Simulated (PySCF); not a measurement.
# CH4F2Si (SMILES C[SiH](F)F) at BHLYP/cc-pVDZ

Aim: the energy change on altering one bond length of CH4F2Si at BHLYP/cc-pVDZ, from 2 runs. 

Program for the calculation: PySCF 2.14.0.

2 further runs of the same task are left out: 2 set aside as unsound or not needed.

### 1 Starting point

CH4F2Si has 8 atoms, charge 0, and is taken as a singlet. SMILES: `C[SiH](F)F`. Geometry: relaxed at PBE0-D4/def2-TZVP.

Bond lengths: C1–Si2 1.840 Å, Si2–F3 1.591 Å, Si2–F4 1.591 Å, C1–H5 1.092 Å, C1–H6 1.093 Å, C1–H7 1.093 Å, Si2–H8 1.477 Å. Some angles: C1–Si2–F3 109.8°, C1–Si2–F4 109.8°, F3–Si2–F4 106.8°, C1–Si2–H8 114.8°, F3–Si2–H8 107.6°, F4–Si2–H8 107.6°, Si2–C1–H5 110.7°, Si2–C1–H6 110.6°, Si2–C1–H7 110.6°, H5–C1–H6 108.3°.

### 2 A single-point energy at BHLYP/cc-pVDZ

The input, job.py:

```python
from pyscf import gto, dft

mol = gto.M(
    atom='''
C     -0.731513     1.666172    -0.330135
Si     0.622287    -1.464916     0.341285
F      3.621282    -1.281801     0.428401
F     -0.066896    -3.371082    -1.878388
H     -0.025322     2.398062    -2.126698
H     -0.231869     3.006554     1.158969
H     -2.790748     1.557890    -0.437283
H     -0.223177    -2.618593     2.738213
''',
    verbose=4,
    unit='bohr',
    charge=0,
    basis='cc-pvdz',
    max_memory=1860,
)

ks = dft.RKS(mol, xc='bhandhlyp')
ks.conv_tol = 1e-10
ks.grids.level = 5
ks.kernel()
if not ks.converged:
    ks = ks.newton().run(ks.mo_coeff, ks.mo_occ)

e_tot = ks.e_tot
print('Final energy', e_tot)
```

Command:

```sh
OMP_NUM_THREADS=1 python job.py
```

Standard output:

```text
PySCF version 2.14.0

[INPUT] num. atoms = 8
[INPUT] num. electrons = 42
[INPUT] charge = 0
[INPUT] spin (= nelec alpha-beta = 2S) = 0
[INPUT] symmetry False subgroup None
[INPUT] Mole.unit = bohr
[INPUT] Symbol           X                Y                Z      unit          X                Y                Z       unit  Magmom
[INPUT]  1 C     -0.387100009092   0.881700251873  -0.174699918527 AA   -0.731513000000   1.666172000000  -0.330135000000 Bohr   0.0
[INPUT]  2 Si     0.329300099052  -0.775200163112   0.180600244429 AA    0.622287000000  -1.464916000000   0.341285000000 Bohr   0.0
[INPUT]  3 F      1.916299908715  -0.678299878134   0.226700046335 AA    3.621282000000  -1.281801000000   0.428401000000 Bohr   0.0
[INPUT]  4 F     -0.035399838702  -1.783899770543  -0.994000122866 AA   -0.066896000000  -3.371082000000  -1.878388000000 Bohr   0.0
[INPUT]  5 H     -0.013399825335   1.268999760773  -1.125400116109 AA   -0.025322000000   2.398062000000  -2.126698000000 Bohr   0.0
[INPUT]  6 H     -0.122699790719   1.590999860200   0.613299982963 AA   -0.231869000000   3.006554000000   1.158969000000 Bohr   0.0
[INPUT]  7 H     -1.476800243021   0.824399885120  -0.231400198323 AA   -2.790748000000   1.557890000000  -0.437283000000 Bohr   0.0
[INPUT]  8 H     -0.118100182401  -1.385699740275   1.448999918245 AA   -0.223177000000  -2.618593000000   2.738213000000 Bohr   0.0

nuclear repulsion = 183.047945163174
number of shells = 32
number of NR pGTOs = 147
number of NR cGTOs = 80
basis = cc-pvdz
ecp = {}

******** <class 'pyscf.dft.rks.RKS'> ********
method = RKS
initial guess = minao
damping factor = 0
level_shift factor = 0
DIIS = <class 'pyscf.scf.diis.CDIIS'>
diis_start_cycle = 1
diis_space = 8
diis_damp = 0
SCF conv_tol = 1e-10
SCF conv_tol_grad = None
SCF max_cycles = 50
direct_scf = True
direct_scf_tol = 1e-13
XC library pyscf.dft.libxc version 7.0.0
    S. Lehtola, C. Steigemann, M. J.T. Oliveira, and M. A.L. Marques.,  SoftwareX 7, 1–5 (2018)
XC functionals = bhandhlyp
    Defined through Gaussian implementation.
radial grids:
    Treutler-Ahlrichs [JCP 102, 346 (1995); DOI:10.1063/1.469408] (M4) radial grids

becke partition: Becke, JCP 88, 2547 (1988); DOI:10.1063/1.454033
pruning grids: <function nwchem_prune>
grids dens level: 5
symmetrized grids: False
atomic radii adjust function: <function treutler_atomic_radii_adjust>
small_rho_cutoff = 0
Set gradient conv threshold to 1e-05
Initial guess from minao.
tot grids = 268448
init E= -529.898542814586
  HOMO = -0.366715121928971  LUMO = 0.0377048678598134  gap/eV = 11.00483
cycle= 1 E= -529.63156274625  delta_E= 0.267  |g|= 0.717  |ddm|= 2.27
  HOMO = -0.367380618926566  LUMO = 0.090413434609048  gap/eV = 12.45721
cycle= 2 E= -529.626862217111  delta_E= 0.0047  |g|= 0.779  |ddm|= 0.909
  HOMO = -0.391671063899304  LUMO = 0.0914718552732914  gap/eV = 13.14699
cycle= 3 E= -529.7223560481  delta_E= -0.0955  |g|= 0.0377  |ddm|= 0.451
  HOMO = -0.394110237912757  LUMO = 0.0934162980594624  gap/eV = 13.26627
cycle= 4 E= -529.722618137854  delta_E= -0.000262  |g|= 0.0166  |ddm|= 0.0382
  HOMO = -0.391972989674555  LUMO = 0.094590570899351  gap/eV = 13.24007
cycle= 5 E= -529.722690123003  delta_E= -7.2e-05  |g|= 0.0028  |ddm|= 0.0152
  HOMO = -0.39255621450955  LUMO = 0.0942770187525941  gap/eV = 13.24741
cycle= 6 E= -529.72269201681  delta_E= -1.89e-06  |g|= 0.000267  |ddm|= 0.00263
  HOMO = -0.392539592173947  LUMO = 0.094305682094588  gap/eV = 13.24773
cycle= 7 E= -529.722692042605  delta_E= -2.58e-08  |g|= 7.5e-05  |ddm|= 0.000372
  HOMO = -0.39255727059107  LUMO = 0.0942910665914306  gap/eV = 13.24782
cycle= 8 E= -529.722692044608  delta_E= -2e-09  |g|= 9.54e-06  |ddm|= 0.000102
  HOMO = -0.39255578686921  LUMO = 0.0942925054014064  gap/eV = 13.24782
cycle= 9 E= -529.722692044657  delta_E= -4.92e-11  |g|= 1.42e-06  |ddm|= 1.66e-05
  HOMO = -0.392555694753348  LUMO = 0.094292472819784  gap/eV = 13.24781
Extra cycle  E= -529.72269204466  delta_E= -2.39e-12  |g|= 8.84e-07  |ddm|= 1.94e-06
converged SCF energy = -529.72269204466
Final energy -529.7226920446597
```

It took 19 s on 1 thread of Intel Xeon at 2.70GHz, shared host; peak memory 0.41 GiB.

### 3 The distorted shape

The input, start.xyz:

```xyz
8

C     -0.602015     1.378759    -0.281288
Si     0.329300    -0.775200     0.180600
F      1.916300    -0.678300     0.226700
F     -0.035400    -1.783900    -0.994000
H     -0.228315     1.766059    -1.231988
H     -0.337615     2.088059     0.506712
H     -1.691715     1.321459    -0.337988
H     -0.118100    -1.385700     1.449000
```

The input, input.py:

```python
from pyscf import gto, dft

molecule = gto.Mole()
molecule.atom = 'start.xyz'
molecule.basis = 'cc-pvdz'
molecule.max_memory = 1860
molecule.spin = 0
molecule.verbose = 3
molecule.build()

mf = dft.RKS(molecule, xc='bhandhlyp')
mf.conv_tol = 1e-10
mf.grids.level = 5
mf.kernel()
if not mf.converged:
    mf = mf.newton().run(mf.mo_coeff, mf.mo_occ)

etot = mf.e_tot
print('E(%s) = %.9f' % ('BHLYP', etot))
```

Command:

```sh
OMP_NUM_THREADS=1 python input.py
```

Standard output:

```text
converged SCF energy = -529.666839555319
E(BHLYP) = -529.666839555
```

Run time: 14 s. Hardware: 1 thread of Intel Xeon at 2.70GHz, shared host; peak memory 0.41 GiB.

### 4 What came out

Level: BHLYP/cc-pVDZ.

| quantity | value |
| --- | --- |
| first shape: total energy | -529.72269 Eh |
| first shape: dipole moment | 2.31 D |
| first shape: HOMO energy | -10.68 eV |
| first shape: LUMO energy | 2.57 eV |
| first shape: HOMO–LUMO gap | 13.25 eV |
| distorted shape: total energy | -529.66684 Eh |
| distorted shape: dipole moment | 1.81 D |
| distorted shape: HOMO energy | -9.32 eV |
| distorted shape: LUMO energy | 1.07 eV |
| distorted shape: HOMO–LUMO gap | 10.39 eV |
| energy change with the C1–Si2 bond stretched from 1.840 to 2.392 Å | 1.520 eV |

With the C1–Si2 bond stretched from 1.840 to 2.392 Å the energy rises by 1.52 eV (35 kcal/mol). The first shape isn't relaxed at this level, so the change isn't measured from a minimum.
